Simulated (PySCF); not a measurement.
# Al (Fm-3m) in PySCF: notebook

The runs below take Al through density of states, with PBE.

All numbers are computed with PySCF 2.14.0; they aren't measurements. Logs are shortened: lines on timing, memory, paths and dates and some standing lists are left out, and cuts for length are marked.

## (1) Starting point

The structure is cubic, space group Fm-3m (No. 225). The conventional cell has a = 4.050 Å, b = 4.050 Å, c = 4.050 Å, α = 90.00°, β = 90.00°, γ = 90.00°. Around Al (site symmetry m-3m) lie 12 Al at 2.86 Å.

## (2) Density of states, PBE

run.py reads:

```python
import json
import numpy as np
from pyscf.pbc import gto, scf, dft, df

cell = gto.Cell()
cell.basis = 'gth-dzvp'
cell.pseudo = 'gth-pbe'
cell.fromfile('Al.cif')
cell.ke_cutoff = 50  # hartree
cell.exp_to_discard = 0.02
cell.precision = 1e-08
cell.space_group_symmetry = True
cell.symmorphic = False
cell.max_memory = 5040  # MB
cell.verbose = 4
cell.build()

res = {}
kpts = cell.make_kpts([4, 4, 4], space_group_symmetry=True, time_reversal_symmetry=True)
cell.space_group_symmetry = False  # the mesh holds the operations; no search on the supercells of the integral code
mf = dft.KRKS(cell, kpts, xc='pbe')
mf = mf.multigrid_numint()
mf = mf.smearing(sigma=0.00183747, method='fermi')  # hartree
mf.conv_tol = 1e-07
mf.max_cycle = 60

mf.kernel()
res.update(converged=bool(mf.converged), e_tot=mf.e_tot, nelec=cell.nelectron, nao=cell.nao, mesh=list(map(int, cell.mesh)), a=cell.lattice_vectors().tolist(), coords=cell.atom_coords().tolist(),
           mo_energy=[np.real(x).tolist() for x in mf.mo_energy], mo_occ=[np.real(x).tolist() for x in mf.mo_occ])
res.update(e_free=mf.e_free, e_zero=mf.e_zero)
res.update(kpts=kpts.kpts_scaled_ibz.tolist(), weights=kpts.weights_ibz.tolist())
res['parts'] = {k: float(np.real(v)) for k, v in mf.scf_summary.items() if np.isscalar(v)}
json.dump(res, open('results.json', 'w'))
if not mf.converged:
    raise SystemExit('SCF not converged')

print('levels (eV)')
for i, kp in enumerate(res['kpts'][:40]):
    print('k %7.4f %7.4f %7.4f  ' % tuple(kp), ' '.join('%.3f' % (x * 27.211386) for x in res['mo_energy'][i][:7]))

mf = mf.to_khf()  # unfold to the whole mesh
kpts = mf.kpts
# Mulliken populations
dm, s = np.asarray(mf.make_rdm1()), np.asarray(mf.get_ovlp())
sites = cell.aoslice_by_atom()[:, 2:]
tot = np.einsum('kij,kji->i', dm, s).real / len(kpts)
res['mulliken'] = [cell.atom_charge(i) - tot[a0:a1].sum() for i, (a0, a1) in enumerate(sites)]
print('Mulliken charges', np.round(res['mulliken'], 5))

# density of states, Gaussians of 0.15 eV
e = np.asarray(mf.mo_energy).real.reshape(1, -1) * 27.211386
ef = mf.get_fermi()
ef = np.max(ef) * 27.211386
x = np.arange(-15, 10.01, 0.1) + round(ef, 1)
dos = np.exp(-((x[:, None, None] - e) / 0.15) ** 2 / 2).sum(-1).T / (0.15 * np.sqrt(2 * np.pi) * len(kpts)) * 2
res.update(dos_e=x.tolist(), dos=dos.tolist())
for a, b in zip(x[::5], dos.T[::5]):
    print('%8.2f' % a, ' '.join('%9.4f' % y for y in b))
res['done'] = True
json.dump(res, open('results.json', 'w'))
```

Al.cif reads:

```cif
data_Al
_cell_length_a 2.86350669
_cell_length_b 2.86350669
_cell_length_c 2.86350669
_cell_angle_alpha 60.00000000
_cell_angle_beta 60.00000000
_cell_angle_gamma 60.00000000
_space_group_name_H-M_alt 'P1'
_space_group_name_Hall 'P 1'
_space_group_IT_number 1
loop_
_space_group_symop_operation_xyz
'x,y,z'
loop_
_atom_site_label
_atom_site_type_symbol
_atom_site_symmetry_multiplicity
_atom_site_Wyckoff_symbol
_atom_site_fract_x
_atom_site_fract_y
_atom_site_fract_z
_atom_site_occupancy
Al1 Al 1 a 0.0000000000 0.0000000000 0.0000000000 1
```

Potentials or basis: gth-dzvp/gth-pbe (potentials made for PBE).

Run with:

```console
> OMP_NUM_THREADS=4 python -u run.py > log
```

The log of the run:

```text
pyscf/pbc/gto/cell.py:1403: UserWarning: Electron number 3 and spin 0 are not consistent in cell

  warnings.warn('Electron number %d and spin %d are not consistent '
Discarded 0 diffused primitive functions, 0 contracted functions
time reversal: False
k-points in IBZ                         weights
  0:  0.000000,  0.000000,  0.000000    1/64
  1:  0.500000,  0.500000,  0.000000    3/64
  2:  0.500000,  0.500000,  0.500000    4/64
  3:  0.750000,  0.500000,  0.250000    6/64
  4:  0.750000,  0.750000,  0.000000    6/64
  5:  0.750000,  0.750000,  0.250000    24/64
  6:  0.750000,  0.750000,  0.500000    12/64
  7:  0.750000,  0.750000,  0.750000    8/64

******** <class 'pyscf.pbc.scf.smearing.SmearingKsymAdaptedKRKS'> ********
method = SmearingKsymAdaptedKRKS
initial guess = minao
damping factor = 0
level_shift factor = 0
DIIS = <class 'pyscf.scf.diis.CDIIS'>
diis_start_cycle = 1
diis_space = 8
diis_damp = 0
SCF conv_tol = 1e-07
SCF conv_tol_grad = None
SCF max_cycles = 60
direct_scf = True
direct_scf_tol = 1e-13

******** PBC SCF flags ********
N kpts (BZ) = 64
N kpts (IBZ) = 8
Exchange divergence treatment (exxdiv) = ewald
    madelung (= occupied orbital energy shift) = 0.1497801347946644
    Total energy shift due to Ewald probe charge = -1/2 * Nelec*madelung = -0.224670202192
DF object = <pyscf.pbc.df.fft.FFTDF object>
XC functionals = pbe
small_rho_cutoff = 0
Uniform grid, mesh = [19 19 19]
Set gradient conv threshold to 0.000316228
nelec by numeric integration = 2.9991804388076893
init E= -2.24258100956359
kpt 0: 3 small eigenvectors of overlap matrix removed
kpt 2: 2 small eigenvectors of overlap matrix removed
kpt 4: 3 small eigenvectors of overlap matrix removed
kpt 5: 1 small eigenvectors of overlap matrix removed
kpt 6: 1 small eigenvectors of overlap matrix removed
kpt 7: 2 small eigenvectors of overlap matrix removed

WARN: Singularity detected in the overlap matrix. SCF may be inaccurate and difficult to converge.

    sigma = 0.00183747  Optimized mu = 0.269198544529  entropy = 0.422231223476
nelec by numeric integration = 2.9999999999998623
    Total E(T) = -2.05648832510776  Free energy = -2.05726416231396  E0 = -2.05687624371086
cycle= 1 E= -2.05648832510776  delta_E= 0.186  |g|= 0.014  |ddm|=  211
    sigma = 0.00183747  Optimized mu = 0.269381362404  entropy = 0.421993518724
nelec by numeric integration = 2.9999999999998614
    Total E(T) = -2.05650112178307  Free energy = -2.05727652221392  E0 = -2.05688882199849
cycle= 2 E= -2.05650112178307  delta_E= -1.28e-05  |g|= 0.000347  |ddm|= 25.7
    sigma = 0.00183747  Optimized mu = 0.269388449768  entropy = 0.422036844539
nelec by numeric integration = 2.999999999999858
    Total E(T) = -2.05650105345779  Free energy = -2.05727653349853  E0 = -2.05688879347816
cycle= 3 E= -2.05650105345779  delta_E= 6.83e-08  |g|= 1.26e-06  |ddm|= 0.88
    sigma = 0.00183747  Optimized mu = 0.269388298236  entropy = 0.422036605112
nelec by numeric integration = 2.999999999999859
    Total E(T) = -2.05650105389784  Free energy = -2.05727653349864  E0 = -2.05688879369824
Extra cycle  E= -2.05650105389784  delta_E= -4.4e-10  |g|= 3.87e-08  |ddm|= 0.00202
converged SCF energy = -2.05650105389784
levels (eV)
k  0.0000  0.0000  0.0000   -3.175 21.585 21.585 21.585 22.342 22.342 22.342
k  0.5000  0.5000  0.0000   5.010 6.434 13.515 13.515 13.800 17.162 36.031
k  0.5000  0.5000  0.5000   3.332 3.601 19.577 19.577 20.242 20.242 23.571
k  0.7500  0.5000  0.2500   7.164 7.164 8.215 9.023 24.403 24.403 24.664
k  0.7500  0.7500  0.0000   -0.944 15.579 15.579 16.203 16.574 19.595 31.049
k  0.7500  0.7500  0.2500   2.897 7.258 11.753 15.130 17.119 24.687 27.738
k  0.7500  0.7500  0.5000   1.262 9.269 10.775 17.612 20.311 25.953 26.117
k  0.7500  0.7500  0.7500   -1.510 11.534 19.188 19.188 23.428 23.428 23.992
Mulliken charges [-0.]
   -7.70    0.0000
   -7.20    0.0000
   -6.70    0.0000
   -6.20    0.0000
   -5.70    0.0000
   -5.20    0.0000
[... 43 lines left out ...]
   16.80    0.3815
   17.30    1.2423
```

Run time: 5.7 s. Hardware: 4 threads of Arm Neoverse V1, shared host; peak memory 0.22 GiB.

What came out:

| Quantity | Value |
| --- | --- |
| Free energy | -55.9813 eV |
| Band gap on the k mesh | none (metal or under the smearing width) |

Levels at points of the mesh, in eV from the Fermi level:
```tsv
k point	band 1	band 2	band 3	band 4
(0.00, 0.00, 0.00)	-10.51	14.25	14.25	14.25
(0.50, 0.50, 0.00)	-2.32	-0.90	6.18	6.18
(0.50, 0.50, 0.50)	-4.00	-3.73	12.25	12.25
```

States per cell in windows of 1 eV (zero at the Fermi level; states under -8 eV left out):
| from (eV) | total |
| --- | --- |
| -8.0 | 0.00 |
| -7.0 | 0.27 |
| -6.0 | 0.10 |
| -5.0 | 0.82 |
| -4.0 | 0.18 |
| -3.0 | 0.09 |
| -2.0 | 0.03 |
| -1.0 | 0.95 |
| 0.0 | 0.39 |
| 1.0 | 0.48 |
| 2.0 | 0.11 |
| 3.0 | 0.40 |
| 4.0 | 0.97 |
| 5.0 | 0.02 |
| 6.0 | 0.26 |
| 7.0 | 0.72 |

Caveat: the k mesh is coarse (spacing up to 0.67 Å⁻¹), so the values aren't converged; the basis of atomic orbitals isn't converged, which shifts pressures, moduli and gaps.

## (3) Density of states, PBE

run.py: that of step 2 with these lines changed.

```diff
@@ -18,3 +18,3 @@
 res = {}
-kpts = cell.make_kpts([4, 4, 4], space_group_symmetry=True, time_reversal_symmetry=True)
+kpts = cell.make_kpts([6, 6, 6], space_group_symmetry=True, time_reversal_symmetry=True)
 cell.space_group_symmetry = False  # the mesh holds the operations; no search on the supercells of the integral code
```

Al.cif is that of step 2.

Potentials or basis: gth-dzvp/gth-pbe (potentials made for PBE).

Run with:

```console
> OMP_NUM_THREADS=4 python -u run.py > log
```

It took 14 s on 4 threads of Arm Neoverse V1, shared host; peak memory 0.44 GiB.

Results (log left out):

```
Free energy            : -56.3498 eV
Band gap on the k mesh : none (metal or under the smearing width)
```

Levels at points of the mesh, in eV from the Fermi level:
| k point | band 1 | band 2 | band 3 | band 4 | band 5 |
| --- | --- | --- | --- | --- | --- |
| (0.00, 0.00, 0.00) | -11.55 | 13.21 | 13.21 | 13.21 | 13.96 |
| (0.50, 0.50, 0.00) | -3.37 | -1.94 | 5.14 | 5.14 | 5.42 |
| (0.50, 0.50, 0.50) | -5.04 | -4.78 | 11.20 | 11.20 | 11.87 |

States per cell in windows of 1 eV (zero at the Fermi level; states under -8 eV left out):
| from (eV) | total |
| --- | --- |
| -8.0 | 0.09 |
| -7.0 | 0.41 |
| -6.0 | 0.31 |
| -5.0 | 0.20 |
| -4.0 | 0.35 |
| -3.0 | 0.57 |
| -2.0 | 0.33 |
| -1.0 | 0.18 |
| 0.0 | 0.48 |
| 1.0 | 0.49 |
| 2.0 | 0.68 |
| 3.0 | 0.27 |
| 4.0 | 0.38 |
| 5.0 | 0.65 |
| 6.0 | 0.51 |
| 7.0 | 0.60 |

Caveat: the k mesh is coarse (spacing up to 0.45 Å⁻¹), so the values aren't converged; the basis of atomic orbitals isn't converged, which shifts pressures, moduli and gaps.
